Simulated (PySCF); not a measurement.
# H8Si4: the cost of one run

The runs use PySCF 2.14.0, with density-fitted response routines of our own; the level of theory stands in each step. All values are computed, except where a source is named. Atoms are numbered from 0 throughout.

### Step 1. The molecule as given

12 atoms, charge 0, multiplicity 1; geometry from: GFN2-xTB. The atoms were then displaced at random by about 0.01 Å, so the start is not that level's minimum.

Bonds of the start (Å): Si0–Si1 2.39, Si1–Si2 2.35, Si2–Si3 2.40, Si3–Si0 2.39, Si0–H4 1.44, Si0–H5 1.45, Si1–H6 1.46, Si1–H7 1.45, Si2–H8 1.45, Si2–H9 1.48, Si3–H10 1.44, Si3–H11 1.46.

### Step 2. Relaxing the molecule at PBE0-D3(BJ)/def2-SVP

Job settings and geometry (Å):

```
{"job": {"xc": "PBE0", "basis": "def2-SVP", "d3": "d3bj", "grid": 1, "shake": 0.01, "kind": "geom"}, "charge": 0, "multiplicity": 1}
Si     0.380400    -1.649930     0.097540
Si    -1.614940    -0.345940     0.255160
Si    -0.381560     1.620530    -0.116110
Si     1.642040     0.343210    -0.265630
H      0.707240    -2.422810     1.270280
H      0.399810    -2.616280    -0.987710
H     -2.307180    -0.419160     1.543390
H     -2.655780    -0.628810    -0.720370
H     -0.721120     2.417320    -1.274800
H     -0.399910     2.621010     0.977940
H      2.331170     0.421650    -1.524750
H      2.659520     0.630930     0.736050
```

Started as:

```
$ OMP_NUM_THREADS=1 python probes_run.py task.json out
```

One launch serves the whole session: the jobs run in the order shown.

**Question.** How long does this first job take on 1 thread of Arm Neoverse V2, shared host, and how much memory does it need?

About 21 s, with a peak of 0.47 GiB.
